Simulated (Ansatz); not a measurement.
**C3H4OSi: a ladder of functionals and wavefunction methods**

An exercise on one series of results from a longer session: the logs are not shown, and one member is left open.

Computed with Ansatz 0.2.0, Gaussian basis. Level: functionals in def2-TZVPP, the program's frozen cores in correlated methods.

Levels to be run: LDA (SPW92), PBE-D4, revPBE-D4, BLYP-D4, r2SCAN-D4, B97M-V, PBE0-D4, B3LYP-D4, r2SCANh-D4, r2SCAN0-D4, HSE06-D4, BHLYP-D4, CAM-B3LYP-D4, LC-ωPBE, ωB97X-V, ωB97M-V, B2PLYP, PBE-QIDH; CCSD(T)/def2-SVP; CCSD(T)/def2-TZVPP; MP2/def2-QZVPP; extrapolation to the limit; RPA on PBE.

## Structure used throughout

The geometry comes from an earlier relaxation with PBE0-D4 in a triple-zeta def2 set; it is a stationary point, not always the lowest conformer.

9 atoms, charge 0, spin multiplicity 1.

Atoms are counted from 1 here; the program's logs count them from 0.

Bond lengths: C1–C2 1.206 Å, C1–H6 1.066 Å, C2–Si3 1.820 Å, Si3–C4 1.931 Å, Si3–H7 1.482 Å, Si3–H8 1.482 Å, C4–O5 1.204 Å, C4–H9 1.115 Å. Angles: C2–C1–H6 179.6°, C1–C2–Si3 177.3°, C2–Si3–C4 109.1°, C2–Si3–H7 110.4°, C2–Si3–H8 110.3°, C4–Si3–H7 108.2°, C4–Si3–H8 108.1°, H7–Si3–H8 110.5°, Si3–C4–O5 120.3°, Si3–C4–H9 119.7°, O5–C4–H9 120.1°.

Set-up of the first run:

File in.yaml:

```yaml
crystal:
  periodic: [false, false, false]
  atoms:
    - {symbol: C, position_ang: [2.092363, 0.070505, 1.318642]}
    - {symbol: C, position_ang: [1.228340, -0.206472, 0.523793]}
    - {symbol: Si, position_ang: [-0.123793, -0.561377, -0.641704]}
    - {symbol: C, position_ang: [-1.588848, 0.649064, -0.299427]}
    - {symbol: O, position_ang: [-2.585576, 0.600715, -0.972250]}
    - {symbol: H, position_ang: [2.860601, 0.309867, 2.018357]}
    - {symbol: H, position_ang: [0.329582, -0.356052, -2.037487]}
    - {symbol: H, position_ang: [-0.615976, -1.946627, -0.453491]}
    - {symbol: H, position_ang: [-1.508091, 1.394077, 0.526568]}
basis:
  gaussian: {orbitals: def2-TZVPP}
hamiltonian: {xc: lda}
output: {orbitals: {seedname: orbitals}}
```

Run with:

```sh
> ansatz run in.yaml --threads 2 --pin off --events-out ev --progress --plain --max-ram 4352MiB
```

Among the steps run: LDA; PBE-D4 (GGA); revPBE-D4 (GGA); BLYP-D4 (GGA); r2SCAN-D4 (meta-GGA); B97M-V (meta-GGA); B3LYP-D4 (hybrid); r2SCANh-D4 (hybrid); r2SCAN0-D4 (hybrid); HSE06-D4 (hybrid); BHLYP-D4 (hybrid); CAM-B3LYP-D4 (range-separated); LC-ωPBE (range-separated); ωB97X-V (range-separated); ωB97M-V (range-separated); B2PLYP (double hybrid); PBE-QIDH (double hybrid).

One table of the session follows, with a row left open; its other results are not shown here.

| functional | HOMO (eV) | LUMO (eV) | gap (eV) |
| --- | --- | --- | --- |
| LDA (SPW92) | -5.89 | -3.24 | 2.65 |
| PBE-D4 | -5.76 | -2.98 | 2.77 |
| revPBE-D4 | -5.70 | -2.89 | 2.81 |
| BLYP-D4 | ? | ? | ? |
| r2SCAN-D4 | -6.01 | -2.78 | 3.22 |
| B97M-V | -6.15 | -2.73 | 3.42 |
| PBE0-D4 | -7.18 | -1.84 | 5.34 |
| B3LYP-D4 | -6.97 | -2.09 | 4.88 |
| r2SCANh-D4 | -6.54 | -2.36 | 4.18 |
| r2SCAN0-D4 | -7.36 | -1.74 | 5.62 |
| HSE06-D4 | -6.78 | -2.23 | 4.54 |
| BHLYP-D4 | -8.57 | -0.63 | 7.93 |
| CAM-B3LYP-D4 | -8.57 | -0.62 | 7.96 |
| LC-ωPBE | -9.83 | 0.62 | 10.45 |
| ωB97X-V | -9.53 | 0.53 | 10.06 |
| ωB97M-V | -9.45 | 0.41 | 9.86 |

Q: Estimate the row for BLYP-D4 from the others.

Worked estimate for «HOMO (eV)». Against the share of exact exchange, B3LYP-D4 (0.2, -6.97), BHLYP-D4 (0.5, -8.57) give a slope of -5.33 per unit share; at 0 the line stands at -5.90.

As computed: HOMO (eV): -5.67; LUMO (eV): -2.83; gap (eV): 2.83. In «HOMO (eV)» the line misses by -0.23.
